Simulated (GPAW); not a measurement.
# WAu (F-43m) in GPAW: single point with PBE

Aim: the single point of WAu with PBE.

Everything below comes from runs of GPAW 26.7.0. Logs are shortened: lines on timing, memory, paths and dates and some standing lists are left out, and cuts for length are marked. The log counts tension as positive stress, the text compression.

### 1 The crystal as given

The structure is cubic, space group F-43m (No. 216). Conventional cell: a = 5.818 Å, b = 5.818 Å, c = 5.818 Å, α = 90.00°, β = 90.00°, γ = 90.00°. W (site symmetry -43m) is surrounded by 4 Au at 2.52 Å. Au (site symmetry -43m) is surrounded by 4 W at 2.52 Å.

The cell was built by a generator and needn't be a form met in nature.

### 2 Single point, PBE

The input, run.py:

```python
from ase.io import read
from gpaw import PW
from gpaw.dft import DFT

atoms = read('WAu.cif')

dft = DFT(atoms,
          mode=PW(600),
          xc='PBE',
          kpts={'size': (8, 8, 8), 'gamma': True},
          occupations={'name': 'fermi-dirac', 'width': 0.05},
          nbands=25,
          convergence={'density': 1e-05, 'energy': 1e-05},
          maxiter=150,
          txt='gpaw.txt')
print(f'Energy: {dft.calculate_energy():.6f} eV')
print('Forces (eV/A):')
print(dft.calculate_forces().round(4))
print('Stress (eV/A^3):', dft.calculate_stress().round(6))
dft.write_gpw_file('gs.gpw')
```

The input, WAu.cif:

```cif
data_WAu
_cell_length_a 4.11424424
_cell_length_b 4.11424424
_cell_length_c 4.11424424
_cell_angle_alpha 60.00000000
_cell_angle_beta 60.00000000
_cell_angle_gamma 60.00000000
_space_group_name_H-M_alt 'P1'
_space_group_name_Hall 'P 1'
_space_group_IT_number 1
loop_
_space_group_symop_operation_xyz
'x,y,z'
loop_
_atom_site_label
_atom_site_type_symbol
_atom_site_symmetry_multiplicity
_atom_site_Wyckoff_symbol
_atom_site_fract_x
_atom_site_fract_y
_atom_site_fract_z
_atom_site_occupancy
W1 W 1 a 0.0000000000 0.0000000000 0.0000000000 1
Au1 Au 1 a 0.7500000000 0.7500000000 0.7500000000 1
```

Potentials or basis: GPAW PAW data sets (gpaw-data 1.2.1), pw.

The run is started by

```sh
$ OMP_NUM_THREADS=1 python run.py
```

gpaw.txt:

```text
Diagonalizing LCAO Hamiltonian
Converting LCAO to pw mode

                         Au

       W

Atoms  # Å, Bohr magnetons
|   | symbol |        x |        y |        z |    initial magnetic moments |
|---|--------|----------|----------|----------|-----------------------------|
| 0 |      W | 0.000000 | 0.000000 | 0.000000 | ( 0.0000,  0.0000,  0.0000) |
| 1 |     Au | 6.171366 | 3.563040 | 2.519450 | ( 0.0000,  0.0000,  0.0000) |

Unit cell  # Å
| periodic |        x |        y |        z |  lengths |    angles |
|----------|----------|----------|----------|----------|-----------|
|      yes | 4.114244 | 0.000000 | 0.000000 | 4.114244 | 60.000000 |
|      yes | 2.057122 | 3.563040 | 0.000000 | 4.114244 | 60.000000 |
|      yes | 2.057122 | 1.187680 | 3.359266 | 4.114244 | 60.000000 |

Number of symmetries: 24
Symmetry operations  # r_c * U_cc + t_c -> r_c
|    | kind |            matrix            |
|----|------|------------------------------|
|  0 |  E   |  1, 0, 0,  0, 1, 0,  0, 0, 1 |
|  1 |  σ   |  1, 0, 0,  0, 0, 1,  0, 1, 0 |
|  2 |  σ   |  1, 0,-1,  0, 1,-1,  0, 0,-1 |
|  3 |  C3  |  1, 0,-1,  0, 0,-1,  0, 1,-1 |
|  4 |  C3  |  1,-1, 0,  0,-1, 1,  0,-1, 0 |
|  5 |  σ   |  1,-1, 0,  0,-1, 0,  0,-1, 1 |
|  6 |  σ   |  0, 1, 0,  1, 0, 0,  0, 0, 1 |
|  7 |  C3  |  0, 1, 0,  0, 0, 1,  1, 0, 0 |
|  8 |  C2  |  0, 1,-1,  1, 0,-1,  0, 0,-1 |
|  9 |  S4  |  0, 1,-1,  0, 0,-1,  1, 0,-1 |
| 10 |  C3  |  0, 0, 1,  1, 0, 0,  0, 1, 0 |
| 11 |  σ   |  0, 0, 1,  0, 1, 0,  1, 0, 0 |
| 12 |  S4  |  0, 0,-1,  1, 0,-1,  0, 1,-1 |
| 13 |  C3  |  0, 0,-1,  0, 1,-1,  1, 0,-1 |
| 14 |  S4  |  0,-1, 1,  1,-1, 0,  0,-1, 0 |
| 15 |  C2  |  0,-1, 1,  0,-1, 0,  1,-1, 0 |
| 16 |  C3  |  0,-1, 0,  1,-1, 0,  0,-1, 1 |
| 17 |  S4  |  0,-1, 0,  0,-1, 1,  1,-1, 0 |
| 18 |  S4  | -1, 1, 0, -1, 0, 1, -1, 0, 0 |
| 19 |  C3  | -1, 1, 0, -1, 0, 0, -1, 0, 1 |
| 20 |  C3  | -1, 0, 1, -1, 1, 0, -1, 0, 0 |
| 21 |  S4  | -1, 0, 1, -1, 0, 0, -1, 1, 0 |
| 22 |  σ   | -1, 0, 0, -1, 1, 0, -1, 0, 1 |
| 23 |  C2  | -1, 0, 0, -1, 0, 1, -1, 1, 0 |

BZ-sampling:
  Number of BZ points: 512
  Number of IBZ points: 29

  Monkhorst-Pack size: [8, 8, 8]
  Monkhorst-Pack shift: [0.0625, 0.0625, 0.0625]

K-points  # in reciprocal-cell coordinates
|     |                                coordinates |     weight |
|-----|--------------------------------------------|------------|
|   0 | (  0.00000000,   0.00000000,   0.00000000) | 0.00195312 |
|   1 | (  0.12500000,   0.12500000,   0.00000000) | 0.01171875 |
|   2 | (  0.12500000,   0.12500000,   0.12500000) | 0.01562500 |
|   3 | (  0.25000000,   0.12500000,   0.12500000) | 0.02343750 |
|   4 | (  0.25000000,   0.25000000,   0.00000000) | 0.01171875 |
|   5 | (  0.25000000,   0.25000000,   0.12500000) | 0.04687500 |
|   6 | (  0.25000000,   0.25000000,   0.25000000) | 0.01562500 |
|   7 | (  0.37500000,   0.25000000,  -0.37500000) | 0.04687500 |
|   8 | (  0.37500000,   0.25000000,   0.12500000) | 0.04687500 |
|   9 | (  0.37500000,   0.25000000,   0.25000000) | 0.04687500 |
| ... |                                            |            |
|  28 | (  0.50000000,   0.50000000,   0.50000000) | 0.00781250 |

Plane wave coefficients: 1676
Cutoff: 600.0 eV

Spin-components: 1 (collinear spins)
Bands:           25
Projectors:      12
Spin-degeneracy: 2
Datatype:        complex128

Parallelization:
  kpt:    1
  domain: 1
  band:   1

Density:
  Valence electrons: 25.0
  Components: 1
  Grid points: [24 24 24]
  Charge: 0.0  # |e|

Potential:
  Grid points: [24 24 24]

species:
  W:
    name:    Tungsten
    Z:       74.0
    valence: 14
    core:    60
    charge:  0.0  # [|e|]
    compensation charges:
      type: gauss
      rc: 0.40  # [Å]
      lmax: 2
    cutoffs:
      filter: 2.36  # [Å]
      core: 3.02  # [Å]
    projectors
    | kind |    occ | energy [eV] | rcut [Å] |
    |------|--------|-------------|----------|
    |   5s |  2.000 |     -78.830 |    1.344 |
    |   6s |  2.000 |      -5.697 |    1.344 |
    |   5p |  6.000 |     -43.233 |    1.355 |
    |   6p |  0.000 |      -1.367 |    1.355 |
    |   5d |  4.000 |      -4.494 |    1.228 |
    |    d |        |      22.717 |    1.228 |

    Using partial waves for W as LCAO basis

  Au:
    name:    Gold
    Z:       79.0
    valence: 11
    core:    68
    charge:  0.0  # [|e|]
    compensation charges:
      type: gauss
      rc: 0.42  # [Å]
      lmax: 2
    cutoffs:
      filter: 2.33  # [Å]
      core: 2.81  # [Å]
    projectors
    | kind |    occ | energy [eV] | rcut [Å] |
    |------|--------|-------------|----------|
    |   6s |  1.000 |      -5.728 |    1.323 |
    |   6p |  0.000 |      -0.775 |    1.323 |
    |   5d | 10.000 |      -6.891 |    1.323 |
    |    s |        |      21.484 |    1.323 |
    |    p |        |      26.436 |    1.323 |
    |    d |        |      20.321 |    1.323 |

    Using partial waves for Au as LCAO basis

Reference energy: -955369.942764  # eV

eigensolver:
  PPCG
  Converge bands: occupied
  niter=2

density mixing:
  MSR1-Mixer
  Pratt-step length: 0.05
  Maximum mixing coefficient: 0.75
  Old densities: 10
  SVD Regularization: 0.005
  Good broyden scale: 1.0
  Trust region scale: 1.0
  Backstep threshold: 4.0
  History deletion threshold: 6.0
  Fourier metric: weight=20.0, sigma=0.015

occupation numbers:
  Fermi-Dirac:
    width: 0.0500  # eV

poisson solver:
  ecut: 4800.0  # eV

xc functional:
  name: PBE with 2 nearest neighbor stencil

convergence criteria:
- Maximum integral of absolute [dens]ity change: 1e-05 electrons / valence electron
- Maximum [total energy] change in last 3 cyles: 1e-05 eV / valence electron
- Maximum integral of absolute [eigenst]ate change: 4e-08 eV^2 / valence electron
maximum number of iterations: 150

SCF iterations
|iter     | |      energy | eigst |  dens |
|---------|-|-------------|-------|-------|
|iter:   1| |  -12.568393 | -0.16 |       |
|iter:   2| |  -11.933662 | -2.27 | -0.97 |
|iter:   3| |  -10.936675 | -1.71 | -1.06 |
|iter:   4| |  -10.840307 | -2.55 | -1.45 |
|iter:   5| |  -10.829586 | -3.47 | -1.88 |
|iter:   6| |  -10.828931 | -4.15 | -2.42 |
|iter:   7| |  -10.828962 | -5.51 | -3.07 |
|iter:   8| |  -10.828971c| -6.06 | -3.50 |
|iter:   9| |  -10.828971c| -8.14c| -4.52 |
|iter:  10| |  -10.828972c| -7.77c| -4.76 |
|iter:  11| |  -10.828972c| -8.53c| -5.66c|
SCF steps: 11
Energy contributions relative to reference atoms: (reference = -955369.942764)

Energy contributions:
  Kinetic:         -23.147217
  Coulomb:          17.540439
  Zero:              0.260551
  External:          0.000000
  Xc:               -5.473066
  Entropy:          -0.019357
  Spinorbit:         0.000000
  ----------------------------
  Free energy:     -10.838650
  Extrapolated:    -10.828972

Forces  # eV/Ang
|        x |        y |       z |
|----------|----------|---------|
|  0.00000 | -0.00000 | 0.00000 |  # W    0
| -0.00000 | -0.00000 | 0.00000 |  # Au   1

Stress tensor  # eV/Ang^3
|         x |         y |         z |
|-----------|-----------|-----------|
| -0.004621 |  0.000000 |  0.000000 |
|  0.000000 | -0.004621 |  0.000000 |
|  0.000000 |  0.000000 | -0.004621 |

Writing to gs.gpw (mode='')

  __  _  _
 | _ |_)|_||  |
 |__||  | ||/\| - 26.7.0

Input parameters:
  mode=PW(ecut=600.0),
  convergence={'density': 1e-05, 'energy': 1e-05},
  kpts=MonkhorstPack(size=(8, 8, 8), gamma=True),
  maxiter=150,
  nbands=25,
  occupations=Occupations(name='fermi-dirac', width=0.05),
  xc=XC(name='PBE')
# Writing to gs.gpw (mode='')
```

Wall time 10 s (1 thread of AMD EPYC 9R45 (Zen 5), shared host); peak memory 0.18 GiB.

What came out:

- Free energy: -10.8387 eV
- Pressure: 0.7 GPa
- Band gap on the k mesh: none (metal or under the smearing width)

Caveat: with this Au data set, volumes or pressures lay over 1.5 % or 2 GPa off other programs in two to four cells of ten. Spin-orbit coupling is left out, which matters for the levels of Au, W.

### 3 The reference run

An earlier run on the cell as given: functional PBE; potentials or basis GPAW PAW data sets (gpaw-data 1.2.1); cutoff 600 eV; basis pw; k mesh 8 × 8 × 8; occupations fermi-dirac, width 0.05 eV; no spin polarisation.

- Pressure: 0.7 GPa
- Band gap on the k mesh: none (metal or under the smearing width)
